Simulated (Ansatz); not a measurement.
**C2H5B2NO: two geometries relaxed**

Method: UKS PBE0-D4/6-31G, in Ansatz 0.2.0.

### Step 1. The system as given

Bond lengths: C1–C2 1.238 Å, C2–B3 1.560 Å, B3–B4 1.587 Å, B4–N5 1.498 Å, B4–O6 1.526 Å, C1–H7 1.059 Å, B3–H8 1.159 Å, N5–H9 1.097 Å, N5–H10 1.017 Å, O6–H11 0.971 Å. Angles: C1–C2–B3 177.9°, C2–C1–H7 174.3°, C2–B3–B4 118.5°, C2–B3–H8 115.8°, B4–B3–H8 125.7°, B3–B4–N5 126.0°, B3–B4–O6 118.3°, N5–B4–O6 115.7°, B4–N5–H9 106.8°, B4–N5–H10 108.0°, H9–N5–H10 106.9°, B4–O6–H11 106.1°.

Coordinates:

```xyz
11

C     2.7504   -0.0039   -0.0968
C     1.5952   -0.4471   -0.1292
B     0.1609   -1.0586   -0.1668
B    -1.0741   -0.1102    0.1393
N    -1.0070    1.3568    0.4353
O    -2.4744   -0.7163    0.1169
H     3.6972    0.4696   -0.0873
H     0.1016   -2.1933   -0.3935
H    -0.3835    1.4709    1.3302
H    -0.5116    1.8092   -0.3294
H    -2.7893   -0.6341   -0.7981
```

### Step 2. Relaxing end A

Input file input.yaml:

```yaml
crystal:
  periodic: [false, false, false]
  atoms:
    - { symbol: C, position_ang: [2.7504, -0.0039, -0.0968] }
    - { symbol: C, position_ang: [1.5952, -0.4471, -0.1292] }
    - { symbol: B, position_ang: [0.1609, -1.0586, -0.1668] }
    - { symbol: B, position_ang: [-1.0741, -0.1102, 0.1393] }
    - { symbol: "N", position_ang: [-1.007, 1.3568, 0.4353] }
    - { symbol: O, position_ang: [-2.4744, -0.7163, 0.1169] }
    - { symbol: H, position_ang: [3.6972, 0.4696, -0.0873] }
    - { symbol: H, position_ang: [0.1016, -2.1933, -0.3935] }
    - { symbol: H, position_ang: [-0.3835, 1.4709, 1.3302] }
    - { symbol: H, position_ang: [-0.5116, 1.8092, -0.3294] }
    - { symbol: H, position_ang: [-2.7893, -0.6341, -0.7981] }
magnetization:
  spin_polarized: true
basis:
  gaussian: { orbitals: "6-31G" }
hamiltonian:
  xc: pbe0
  dispersion: d4
relax:
  f_tol: 0.02
  max_steps: 50
output:
  orbitals: {}
```

The run is started by

```sh
> ansatz run input.yaml --threads 1 --pin off --max-ram 2048MiB --backend cpu --events-out ev --progress --plain --runs-dir out
```

Q: Estimate wall time and peak memory on 1 thread of Intel Xeon 6975P-C (Granite Rapids), shared host.

About 64 s, with a peak of 0.21 GiB.
